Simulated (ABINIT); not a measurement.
EuMo:

```
CELL_PARAMETERS angstrom
3.53145 0.00000 0.00000
0.00000 3.53145 0.00000
0.00000 0.00000 3.53145
ATOMIC_POSITIONS crystal
Eu 0.50000 0.50000 0.50000
Mo 0.00000 0.00000 0.00000
```

The cell was built by a generator and needn't be a form met in nature.

| Property | Result |
| --- | --- |
| Program | ABINIT 10.8.3 (patched build) |
| Task | relaxation of cell and atoms |
| Functional | PBE |
| Potentials or basis | JTH PAW PBE v2.0 |
| Cutoff | 544 eV |
| k mesh | 6 × 6 × 6 |
| Occupations | fermi-dirac, width 0.05 eV |
| Spin | collinear spin, ferromagnetic start |
| Starting moments | [7.0, 1.0] μB |
| Hubbard terms | Eu f U = 5 eV, J = 0.5 eV, Mo d U = 3.5 eV, J = 0.5 eV |

At the start: pressure 11.8 GPa; volume 22.02 Å³/atom.

Problem. How do energy, volume and symmetry change on relaxing?

Solution. Over 5 steps the energy falls by 154.0 meV/atom and the volume is 26.70 Å³/atom (+21.2 %); space group Pm-3m (No. 221, to 0.05 Å); moment 10.07 μB per cell.

The path:
| step | energy change (eV) | largest force (eV/Å) | pressure (GPa) | volume (Å³) |
| --- | --- | --- | --- | --- |
| 1 | 0.0000 | 0.0000 | 11.77 | 44.04 |
| 2 | -0.1046 | 0.0000 | 9.19 | 45.65 |
| 3 | -0.3074 | 0.0000 | 0.43 | 52.90 |
| 4 | -0.3080 | 0.0000 | 0.06 | 53.33 |
| 5 | -0.3080 | 0.0000 | 0.00 | 53.40 |

Final structure:
```
Eu Mo
1.0
     3.76562    0.00000    0.00000
     0.00000    3.76562    0.00000
     0.00000    0.00000    3.76562
Eu Mo
1 1
Direct
  0.50000 0.50000 0.50000
  0.00000 0.00000 0.00000
```

Caveat: the volume moved by over 15 % at a fixed basis, so the end points are rough.
